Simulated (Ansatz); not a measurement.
Relaxation of a periodic cell of 17 atoms, Zr$_{8}$N$_{9}$ (host ZrN, host structure Fm-3m, interstitial N), to a largest force component of 0.03 eV/Å in at most 60 steps.

Computed with Ansatz 0.2.0, DFT PBEsol, scalar-relativistic, plane waves, PAW. Settings: PAW set soft_1, cutoff 420 eV, k mesh 4x4x4, fermi-dirac smearing 0.1 eV, no spin polarisation.

```xyz
17
Lattice="0.0000 4.5370 4.5370 4.5370 0.0000 4.5370 4.5370 4.5370 0.0000" Properties=species:S:1:pos:R:3:forces:R:3
Zr 0.000 0.000 0.000 0.36 -0.38 -0.31
N 2.268 2.268 2.268 -3.03 3.00 3.12
Zr 2.268 2.268 0.000 -1.29 1.28 -1.34
N 4.537 4.537 2.268 -0.09 0.09 -0.08
Zr 2.268 0.000 2.268 -0.61 -0.63 0.60
N 4.537 2.268 4.537 -0.11 -0.09 0.10
Zr 4.537 2.268 2.268 0.80 0.77 0.78
N 6.806 4.537 4.537 0.09 0.10 0.09
Zr 0.000 2.268 2.268 0.45 0.30 0.39
N 2.268 4.537 4.537 -2.75 -2.98 -2.87
Zr 2.268 4.537 2.268 -0.31 -0.45 0.37
N 4.537 6.806 4.537 3.02 2.78 -2.94
Zr 2.268 2.268 4.537 -0.38 0.36 -0.46
N 4.537 4.537 6.806 2.75 -2.77 2.63
Zr 4.537 4.537 4.537 0.08 -0.08 -0.10
N 6.806 6.806 6.806 0.10 -0.10 -0.12
N 3.355 5.734 5.681 0.91 -1.23 0.15
```

Question: Where does it end, and by what steps?

Answer: The run converged. The force dipped under the threshold on the way, but the program's further checks kept it going. Limits of this set-up: coarse k mesh, odd electron count without spin, PAW files made for another functional. After 4 steps the energy has fallen by 2.529 eV; N2 moved furthest, 0.24 Å.

```json
{"step": "0", "energy less start (eV)": "0.0000", "largest force component (eV/Å)": "3.115", "accepted": "yes"}
{"step": "1", "energy less start (eV)": "-2.2909", "largest force component (eV/Å)": "1.089", "accepted": "yes"}
{"step": "2", "energy less start (eV)": "-2.4848", "largest force component (eV/Å)": "0.412", "accepted": "yes"}
{"step": "3", "energy less start (eV)": "-2.5292", "largest force component (eV/Å)": "0.018", "accepted": "yes"}
{"step": "4", "energy less start (eV)": "-2.5292", "largest force component (eV/Å)": "0.018", "accepted": "yes"}
```

```xyz
17
Lattice="0.0000 4.5370 4.5370 4.5370 0.0000 4.5370 4.5370 4.5370 0.0000" Properties=species:S:1:pos:R:3
Zr 0.001 0.000 -0.003
N 2.128 2.410 2.407
Zr 2.258 2.280 -0.008
N 4.544 4.531 2.279
Zr 2.258 -0.004 2.277
N 4.545 2.283 4.527
Zr 4.542 2.280 2.277
N 6.792 4.530 4.527
Zr 0.001 2.276 2.273
N 2.128 4.403 4.401
Zr 2.262 4.537 2.273
N 4.672 6.947 4.401
Zr 2.262 2.276 4.534
N 4.671 4.404 6.944
Zr 4.542 4.533 4.530
N 6.792 6.820 6.816
N 3.400 5.675 5.672
```

Run time: 60 s on 4 threads of Arm Neoverse V2, with other jobs on the host, peak memory 1 GiB.
